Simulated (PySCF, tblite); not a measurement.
# C₉H₁₂P+: geometry, infrared bands and NMR shifts

Wanted: the infrared bands and NMR shifts of C₉H₁₂P+ (`CC[P+]12C=CC(C=C1)C=C2`), by calculation.

The runs use tblite 0.8.0 and PySCF 2.14.0, with density-fitted response routines of our own; the level of theory stands in each step. All values are computed, except where a source is named. Atoms count from 0, in the outputs and in this text.

**1. The molecule as given**

22 atoms, charge 1, multiplicity 1; geometry from: force field or distance geometry start.

Bonds of the start (Å): C0–C1 1.53, C1–P2 1.72, P2–C3 1.76, C3–C4 1.36, C4–C5 1.54, C5–C6 1.55, C6–C7 1.36, C5–C8 1.54, C8–C9 1.35, C7–P2 1.75, C9–P2 1.77, C0–H10 1.08, C0–H11 1.09, C0–H12 1.10, C1–H13 1.10, C1–H14 1.09, C3–H15 1.07, C4–H16 1.08, C5–H17 1.09, C6–H18 1.09, C7–H19 1.08, C8–H20 1.09, C9–H21 1.09.

**2. Relaxing the molecule with GFN2-xTB**

What the job is given:

```
{"job": {"kind": "relax", "xc": "GFN2-xTB", "basis": "xTB"}, "charge": 1, "multiplicity": 1}
C      2.987400    -0.381400    -0.172800
C      1.997300     0.785800    -0.167000
P      0.341200     0.324500    -0.032100
C     -0.344100    -0.667200    -1.314700
C     -1.658200    -0.951600    -1.103500
C     -2.306800    -0.344800     0.152300
C     -1.501900    -0.848100     1.371500
C     -0.169900    -0.563200     1.388400
C     -2.113600     1.184200     0.083900
C     -0.845800     1.633200    -0.010000
H      4.005100    -0.017700    -0.251900
H      2.776400    -1.044500    -1.017800
H      2.884500    -0.970100     0.753500
H      2.267300     1.439600     0.675800
H      2.151400     1.379700    -1.066200
H      0.207000    -1.043500    -2.147000
H     -2.241800    -1.551400    -1.787100
H     -3.359600    -0.620400     0.231300
H     -1.997500    -1.394400     2.173400
H      0.485100    -0.870400     2.195100
H     -2.979800     1.852500     0.114200
H     -0.594100     2.688400    -0.070200
```

Command:

```sh
> OMP_NUM_THREADS=1 python probes_run.py task.json out
```

The driver reads the jobs from task.json and runs them one after another.

**Question.** This job is followed by: GFN2-xTB harmonic vibrations, gas phase; GIAO PBE0/pcSseg-1 NMR shielding, non-relativistic, gas phase. Predict these results of the whole session: strongest single infrared mode (GFN2-xTB); zero-point energy (GFN2-xTB); 13C shifts against TMS (PBE0/pcSseg-1, means over atoms taken as alike); 1H shifts against TMS (PBE0/pcSseg-1, means over atoms taken as alike); 31P shifts against H3PO4 (PBE0/pcSseg-1).

As calculated:

| quantity | value |
| --- | --- |
| strongest single infrared mode (GFN2-xTB) | 848 cm⁻¹, 83 km/mol |
| zero-point energy (GFN2-xTB) | 112.4 kcal/mol |
| 13C shifts against TMS (PBE0/pcSseg-1, means over atoms taken as alike) | 170.4, 130.3, 56.8, 14.5, 8.5 ppm |
| 1H shifts against TMS (PBE0/pcSseg-1, means over atoms taken as alike) | 8.64, 7.41, 6.11, 3.12, 1.91 ppm |
| 31P shifts against H3PO4 (PBE0/pcSseg-1) | -18.7 ppm |

Relaxing lowered the energy by 0.315 eV in 41 steps; the close pair that moved most is C1–P2, from 1.724 to 1.813 Å. No mode is imaginary among the 60: a minimum at this level. The strongest single mode, at 848 cm⁻¹, has its largest shares on C6, C4, C8 and P2 (the list is cut at 4 atoms). Unscaled tight-binding wavenumbers are off by several per cent, some by more. Its intensities can rank the bands wrongly. At PBE0/pcSseg-1: The largest span, 296 ppm, is at C4, C6, C8, where the paramagnetic term is -238 ppm. At PBE0/pcSseg-1, counted by nearest atom on the grid, the HOMO lies on 4 C atoms about 15 % each; C4, C6 about 13 % each, the LUMO on C4, C6 about 17 % each; C3, C7 about 13 % each.
